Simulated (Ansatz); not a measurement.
**C2H5AlO (SMILES [CH3][Al]1[CH2][O]1) at CCSD(T)/6-31G(d) (spherical functions)**

What is the electronic atomisation energy of C2H5AlO at CCSD(T)/6-31G* (spherical functions)? 

The calculation is run with Ansatz 0.2.0.

82 further runs of the same task are left out: 82 set aside as unsound or not needed.

### 1 Starting point

The species is C2H5AlO (9 atoms), meant as a singlet with charge 0. SMILES: `[CH3][Al]1[CH2][O]1`. The coordinates come from a PBE0-D4/def2-TZVP relaxation.

Bond lengths: C1–Al2 1.934 Å, Al2–C3 1.883 Å, Al2–O4 1.707 Å, C3–O4 1.488 Å, C1–H5 1.093 Å, C1–H6 1.091 Å, C1–H7 1.094 Å, C3–H8 1.091 Å, C3–H9 1.091 Å. Some angles: C1–Al2–C3 171.7°, C1–Al2–O4 139.6°, C3–Al2–O4 48.7°, Al2–C3–O4 59.5°, Al2–O4–C3 71.8°, Al2–C1–H5 110.3°, Al2–C1–H6 112.2°, Al2–C1–H7 110.1°, Al2–C3–H8 123.8°, Al2–C3–H9 123.8°.

### 2 A single-point energy at CCSD(T)/6-31G(d) (spherical functions)

input.yaml reads:

```yaml
crystal:
  periodic: [false, false, false]
  atoms:
    - {symbol: C, position_ang: [-0.670900, 1.320200, -1.081500]}
    - {symbol: Al, position_ang: [0.051300, -0.076700, 0.044200]}
    - {symbol: C, position_ang: [0.678700, -1.280200, 1.349300]}
    - {symbol: O, position_ang: [0.789300, -1.609500, -0.097900]}
    - {symbol: H, position_ang: [0.039700, 1.575000, -1.872100]}
    - {symbol: H, position_ang: [-0.900200, 2.226000, -0.517500]}
    - {symbol: H, position_ang: [-1.591200, 0.976800, -1.562100]}
    - {symbol: H, position_ang: [0.038500, -1.980500, 1.887700]}
    - {symbol: H, position_ang: [1.653200, -1.197400, 1.832800]}
basis:
  gaussian:
    orbitals: 6-31G_st_-spherical.json
accuracy: high
correlation:
  method: ccsd_t
  frozen_orbitals: {Al: 5, C: 1, H: 0, O: 1}
scf:
  omitted_lower_state_checks: [cluster_reference, increment]
```

The basis set 6-31G* is read from a file made from the Basis Set Exchange's data (not shown).

Started as:

```
$ ansatz run input.yaml --threads 1 --pin off --max-ram 3480MiB --events-out events.jsonl --progress --plain --runs-dir runs
```

Standard output, cut to the lines that bear on the results:

```text
Warning: RAYON_NUM_THREADS=1 ignored (pool sized by the plan → 1); use --threads N
Functional definition: HF
  name "HF"
[...]
1640 factors; integrals over basis functions are off by at most 8.4e-9 eV
[...]
mean field -10758.65645190 eV, -395.3733321281 hartree, gradient 2.1e-8 eV, S^2 0.000000; 0 other end points of the search recorded, 0 dependent functions left out
8 core orbitals not correlated: weight in the atoms' cores, before any rotation towards them, 1.000 or more for the frozen orbitals, at most 0.000 for the correlated occupied ones
reference -10758.65645190 eV, -395.3733321281 hartree; 11, 11 occupied and 51, 51 virtual orbitals, 1640 factors
second order -13.44455197 eV of doubles, -0.00000000 eV of singles
cycle   1  -13.81041614 eV  change   -3.7e-1 eV  update   1.1e-1
[...]
cycle  24  -14.34302153 eV  change   -1.7e-9 eV  update   1.5e-9
perturbative correction -0.41904925 eV, -0.0153997758 hartree
Total energy: -10773.41852268 eV, -395.9158282231 hartree
Checks for a lower state left out: cluster_reference, increment
```

Run time: 9.3 s. Hardware: 1 thread of Arm Neoverse V2, shared host; peak memory 0.31 GiB.

### 3 The Al atom

job.yaml reads:

```yaml
crystal:
  periodic: [false, false, false]
  atoms:
    - {symbol: Al, position_ang: [0.000000, 0.000000, 0.000000]}
basis:
  gaussian: {orbitals: 6-31G_st_-spherical.json}
total_charge: 0
magnetization: {spin_polarized: true, initial_magnetization: 1}
correlation: {method: ccsd_t, frozen_orbitals: {Al: 5}}
accuracy: high
scf: {omitted_lower_state_checks: [cluster_reference, increment]}
```

The basis set 6-31G* is read from a file made from the Basis Set Exchange's data (not shown).

Run the same way, it converges to -241.90041 Eh (log not shown).

### 4 The C atom, same level

molecule.yaml reads:

```yaml
basis:
  gaussian:
    orbitals: 6-31G_st_-spherical.json
crystal:
  periodic: [false, false, false]
  atoms:
    - symbol: C
      position_ang: [0.000000, 0.000000, 0.000000]
magnetization:
  spin_polarized: true
  initial_magnetization: 2
correlation:
  method: ccsd_t
  frozen_orbitals: {C: 1}
accuracy: high
scf:
  omitted_lower_state_checks: [cluster_reference, increment]
```

The basis set 6-31G* is read from a file made from the Basis Set Exchange's data (not shown).

Run the same way, it converges to -37.75128 Eh (log not shown).

### 5 The H atom: the energy at UHF/6-31G(d) (spherical functions)

run.yaml reads:

```yaml
crystal:
  periodic: [false, false, false]
  atoms:
    - symbol: H
      position_ang: [0.000000, 0.000000, 0.000000]
basis:
  gaussian:
    orbitals: "6-31G*"
magnetization:
  spin_polarized: true
  initial_magnetization: 1
hamiltonian:
  xc: hf
accuracy: high
```

Started as:

```
$ ansatz run run.yaml --threads 1 --pin off --max-ram 3480MiB --events-out events.jsonl --progress --plain --runs-dir runs
```

Standard output:

```text
Warning: RAYON_NUM_THREADS=1 ignored (pool sized by the plan → 1); use --threads N
Functional definition: HF
  name "HF"
  exchange = exact_x
  correlation = 0
3 factors; integrals over basis functions are off by at most 5.4e-10 eV
mean field evaluation 1: about -13.5385 eV, gradient 1.4e0 eV
mean field evaluation 2: about -13.5385 eV, gradient 1.4e0 eV
mean field evaluation 4: about -13.5577 eV, gradient 3.5e-5 eV
mean field evaluation 8: about -13.5576 eV, gradient 2.4e-12 eV
mean field -13.55760813 eV, -0.4982329092 hartree, gradient 4.4e-8 eV, S^2 0.750000; 0 other end points of the search recorded, 0 dependent functions left out
reference -13.55760813 eV, -0.4982329092 hartree; 1, 0 occupied and 1, 2 virtual orbitals, 3 factors
Total energy: -13.55760813 eV, -0.4982329092 hartree
```

Wall time 0.04 s (1 thread of Arm Neoverse V2, shared host).

### 6 The O atom

molecule.yaml reads:

```yaml
crystal:
  periodic: [false, false, false]
  atoms:
    - {symbol: O, position_ang: [0.000000, 0.000000, 0.000000]}
basis:
  gaussian: {orbitals: 6-31G_st_-spherical.json}
magnetization: {spin_polarized: true, initial_magnetization: 2}
correlation: {method: ccsd_t, frozen_orbitals: {O: 1}}
accuracy: high
scf: {omitted_lower_state_checks: [cluster_reference, increment]}
```

The basis set 6-31G* is read from a file made from the Basis Set Exchange's data (not shown).

Run the same way, it converges to -74.89475 Eh (log not shown).

### 7 What came out

Level: CCSD(T)/6-31G* (spherical functions), 8 core orbitals frozen.

```
                                             quantity          value
                               molecule: total energy  -395.91583 Eh
molecule: correlation energy (8 core orbitals frozen)     -542.5 mEh
                             molecule: (T) correction     -15.40 mEh
                              molecule: T1 diagnostic          0.017
                                Al atom: total energy  -241.90041 Eh
 Al atom: correlation energy (5 core orbitals frozen)      -44.1 mEh
                              Al atom: (T) correction      -0.52 mEh
           Al atom: ⟨S²⟩ of the reference determinant          0.757
                               Al atom: T1 diagnostic          0.013
                                 C atom: total energy   -37.75128 Eh
   C atom: correlation energy (1 core orbital frozen)      -70.7 mEh
                               C atom: (T) correction      -0.92 mEh
            C atom: ⟨S²⟩ of the reference determinant          2.005
                                C atom: T1 diagnostic          0.006
                                 H atom: total energy    -0.49823 Eh
                                         H atom: ⟨S²⟩          0.750
                                 O atom: total energy   -74.89475 Eh
   O atom: correlation energy (1 core orbital frozen)     -111.6 mEh
                               O atom: (T) correction      -0.84 mEh
            O atom: ⟨S²⟩ of the reference determinant          2.006
                                O atom: T1 diagnostic          0.005
                        electronic atomisation energy      30.666 eV
```

**Reading.** Taking the molecule apart into free atoms costs 30.67 eV (2959 kJ/mol), before zero-point energy and without spin-orbit coupling. The triples (molecule) make up 2.8 % of the correlation energy. The triples (Al atom) make up 1.2 % of the correlation energy. The triples (C atom) make up 1.3 % of the correlation energy. The triples (O atom) make up 0.8 % of the correlation energy.
